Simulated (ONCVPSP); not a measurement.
# Sc: generating and testing an ONCV potential

Do these settings give a usable potential? It is generated, then checked for transferability, scattering, ghosts and hardness.

Program: ONCVPSP 4.0.1. Reference atom: LDA (Perdew-Wang 92), scalar-relativistic, spherical and spin-unpolarised. All values are calculated.

## (1) The atom and the settings

Typed settings, in words:

```json
{
 "element": "scandium (Sc, Z = 21)",
 "type": "optimised norm-conserving Vanderbilt (ONCV)",
 "frozen core": "[Ne] 3s2",
 "valence charge": "9",
 "reference configuration": "3p6 3d1 4s2",
 "partial waves": "4s: rc 3.05 bohr, ncon 4, nbas 8, qcut 2.1 1/bohr, 3 projectors, debl 2.5 Ha; 3p: rc 1.25 bohr, ncon 3, nbas 6, qcut 7.8 1/bohr, 2 projectors, debl 1.4 Ha; 3d: rc 1.45 bohr, ncon 4, nbas 8, qcut 6.3 1/bohr, 2 projectors, debl 0.8 Ha",
 "local potential": "polynomial inside 0.80 bohr (lpopt 2, dvloc0 0 Ha)",
 "core correction": "not asked for"
}
```

An earlier all-electron run gives the scale for the radii.

All-electron outer shells of the reference configuration (LDA (PZ), scalar-relativistic, ld1.x):

```tsv
shell	level (eV)	outermost node (bohr)	outermost maximum (bohr)
3s	-54.71	0.42	0.92
3p	-33.56	0.39	0.97
4s	-4.30	1.33	3.06
3d	-3.42	–	1.10
4p	-1.52	1.49	4.03
```

## (2) Generating the potential

Contents of Sc.dat:

```
# ATOM AND REFERENCE CONFIGURATION
# atsym  z   nc   nv     iexc    psfile
  Sc 21.00    4    3  -001012      upf
#
#   n    l    f
    1    0    2.00
    2    0    2.00
    2    1    6.00
    3    0    2.00
    3    1    6.00
    3    2    1.00
    4    0    2.00
#
# PSEUDOPOTENTIAL AND OPTIMIZATION
# lmax
    2
#
#   l,   rc,      ep,       ncon, nbas, qcut
    0    3.05    0.00    4    8    2.10
    1    1.25    0.00    3    6    7.80
    2    1.45    0.00    4    8    6.30
#
# LOCAL POTENTIAL
# lloc, lpopt,  rc(5),   dvloc0
    4    2    0.80    0.00
#
# VANDERBILT-KLEINMAN-BYLANDER PROJECTORs
# l, nproj, debl
    0    3    2.50
    1    2    1.40
    2    2    0.80
#
# MODEL CORE CHARGE
# icmod, fcfact, rcfact
    0    0.00    0.00
#
# LOG DERIVATIVE ANALYSIS
# epsh1, epsh2, depsh
   -3.00    5.00    0.02
#
# OUTPUT GRID
# rlmax, drl
    6.00    0.01
#
# TEST CONFIGURATIONS
# ncnf
    4
# nvcnf
#   n    l    f
    3
    3    1    6.00
    3    2    1.00
    4    0    1.00
#
    3
    3    1    6.00
    3    2    1.00
    4    0    0.00
#
    3
    3    1    6.00
    3    2    0.00
    4    0    0.00
#
    3
    3    1    5.00
    3    2    1.00
    4    0    2.00
#
```

Command:

```
$ oncvpsp.x < Sc.dat > Sc.out
```

**Question.** What will these runs give? Wanted: cutoffs for 1 and 0.1 mHa per electron, occupied waves; bound ghosts; GHOST(+) flags; largest test error; largest phase difference near zero energy, channels read.

**Answer**, as computed:

| quantity | value |
| --- | --- |
| cutoffs for 1 and 0.1 mHa per electron, occupied waves | 101 Ha and 118 Ha |
| bound ghosts | none found |
| GHOST(+) flags | s at 29 eV |
| largest test error (AE − PS) | +187 meV, for 3p6 3d0 4s0 |
| largest phase difference near zero energy, channels read | 0.002 rad |

In words: By total energies transferability is poor: the largest error is 187 meV on 45.1 eV, for 3p6 3d0 4s0. That test lies far up in energy; among those under 40 eV, nearer to bonding, the largest error is 3.9 meV. By its cutoff, 101 Ha for the looser tolerance, it is very hard. At the looser tolerance the 3d wave is the slowest; 3p needs 16 Ha. It is free of bound ghosts as far as tested. Near zero energy the phases of the channels with partial waves agree within 0.002 rad. The program also flags highly localised states, GHOST(+) (s). These are tests on the free atom; a crystal test is still owed.
